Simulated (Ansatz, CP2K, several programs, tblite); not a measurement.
Energy against volume for an ordered 8-atom cell of In3GaP4 on the zincblende lattice (P-43m), at fixed shape and fractional coordinates, computed by several methods (PBE and r2SCAN, where shown, with plane waves in Ansatz); the cell shown is that of r2SCAN. With free coordinates or axes held, a curve is too stiff, and on another method's shape its minimum isn't the method's own volume. Space group P-43m (No. 215), cubic; a = 5.792 Å in the conventional setting, 24.29 Å³ an atom. Ga is surrounded by 4 P at 2.40 Å; P is surrounded by 1 Ga at 2.40 Å and 3 In at 2.55 Å; In is surrounded by 4 P at 2.55 Å. Note: simulated data, non-magnetic, for a generated structure that need not be the stable one. Energies count from each curve's lowest point; fits are third-order Birch-Murnaghan.

```cif
data_structure
_symmetry_space_group_name_H-M 'P-43m'
_symmetry_Int_Tables_number 215
_cell_length_a 5.7924
_cell_length_b 5.7924
_cell_length_c 5.7924
_cell_angle_alpha 90.000
_cell_angle_beta 90.000
_cell_angle_gamma 90.000
_cell_volume 194.34
loop_
_atom_site_label
_atom_site_type_symbol
_atom_site_symmetry_multiplicity
_atom_site_Wyckoff_symbol
_atom_site_fract_x
_atom_site_fract_y
_atom_site_fract_z
_atom_site_occupancy
Ga1 Ga 1 a 0.00000 0.00000 0.00000 1
P1 P 4 e 0.23886 0.23886 0.23886 1
In1 In 3 c 0.50000 0.50000 0.00000 1
```

PBE/DZVP (CP2K), on the shape of the cell shown:
```
V (Å³/atom)  E (meV/atom)
     21.378        144.71
     22.835         47.92
     24.293          3.69
     25.751          0.00
     27.208         23.53
```
V₀ = 25.21 Å³ an atom and B₀ = 60 GPa.

GFN2-xTB (tblite), on the shape of the cell shown, as a cluster of 64 atoms at the zone centre:
```
V (Å³/atom)  E (meV/atom)
     21.378        190.18
     22.835         81.98
     24.293         28.50
     25.751          8.13
     27.208          0.00
```
The lowest point is an end point, so the minimum isn't bracketed.

Q: PBE, on the shape of its own relaxed cell, gives
```tsv
V (Å³/atom)	E (meV/atom)
23.449	20.38
24.198	4.89
24.946	0.00
25.695	4.02
26.443	15.57
```
What equilibrium volume and bulk modulus follow?

A: V₀ = 24.96 Å³ an atom and B₀ = 63 GPa.

PBE/SZV (CP2K), on the shape of the cell shown:
```csv
V (Å³/atom),E (meV/atom)
21.378,245.01
22.835,106.51
24.293,29.56
25.751,0.00
27.208,3.21
```
V₀ = 26.28 Å³ an atom and B₀ = 60 GPa.

Q: r2SCAN, on the shape of its own relaxed cell, gives
```tsv
V (Å³/atom)	E (meV/atom)
22.835	22.15
23.564	5.22
24.293	0.00
25.022	4.70
25.751	17.81
```
What equilibrium volume and bulk modulus follow?

A: V₀ = 24.29 Å³ an atom and B₀ = 73 GPa.
